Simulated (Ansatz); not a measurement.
# YHO (quintet): the correlation ladder, def2-TZVPP

The task here is to estimate one member of a computed series from the others.

The runs use Ansatz 0.2.0, Gaussian basis; def2-TZVPP, core rule «outside noble gas», up to 5 orbitals frozen.

Plan: UHF; CCSD(T) on ROHF; CCSD(T) on UHF; CCSDT(Q) on ROHF; CCSDT(Q) on UHF.

12 further runs of the same task are left out: 6 for a known fault of the program, 6 set aside as unsound or not needed.

## What is computed

The geometry is a PBE0/def2-TZVP stationary point (not a proven minimum) of the parent state, kept for this charge and spin. No spin-orbit coupling is included. Elements past krypton take def2 core potentials.

3 atoms, charge 0, spin multiplicity 5.

Atoms are counted from 1 here; the program's logs count them from 0.

Bond lengths: Y1–O2 1.980 Å, O2–H3 0.953 Å. Angles: Y1–O2–H3 180.0°.

The first run:

Input file in.yaml:

```yaml
crystal:
  periodic: [false, false, false]
  atoms:
    - {symbol: Y, position_ang: [0.000000, 0.000000, 1.637658]}
    - {symbol: O, position_ang: [0.000000, 0.000000, -0.342501]}
    - {symbol: H, position_ang: [0.000000, 0.000000, -1.295157]}
basis:
  gaussian: {orbitals: def2-TZVPP}
magnetization: {spin_polarized: true, initial_magnetization: 4}
hamiltonian: {xc: hf}
output: {orbitals: {seedname: orbitals}}
```

Run with:

```sh
ansatz run in.yaml --threads 1 --pin off --events-out ev --progress --plain --max-ram 4096MiB --backend cpu
```

Among the steps run: UHF; CCSD(T) on ROHF; CCSD(T) on UHF; CCSDT(Q) on ROHF; CCSDT(Q) on UHF.

One table of the session follows, with a row left open; its other results are not shown here.

| method | from RCCSDT(Q) (kJ/mol) |
| --- | --- |
| ROHF | +636.9 |
| UHF | +619.6 |
| RMP2 | +75.8 |
| UMP2 | +72.3 |
| RCCSD | +22.7 |
| UCCSD | +18.8 |
| RCCSD(T) | +5.8 |
| UCCSD(T) | +2.5 |
| RCCSDT | +1.2 |
| UCCSDT | ? |
| RCCSDT(Q) | 0 |
| UCCSDT(Q) | -1.9 |

**Question.** Estimate the row for UCCSDT.

The run gave: from RCCSDT(Q) (kJ/mol): -1.0. In the column «from RCCSDT(Q) (kJ/mol)» it lies between UCCSDT(Q) (-1.9) and RCCSDT(Q) (0).

The program flags RCCSDT(Q) as in doubt (see the logs), so the zero of the table is itself unsure.

Caveats from the session: The report flags that the cluster equations may have other roots. The program flags RCCSDT(Q) as in doubt, so the zero of the table is itself unsure. Restricted and unrestricted rows rest on different reference determinants; where their highest levels disagree by more than a few hundredths of an eV, they describe different states and don't form one ladder.
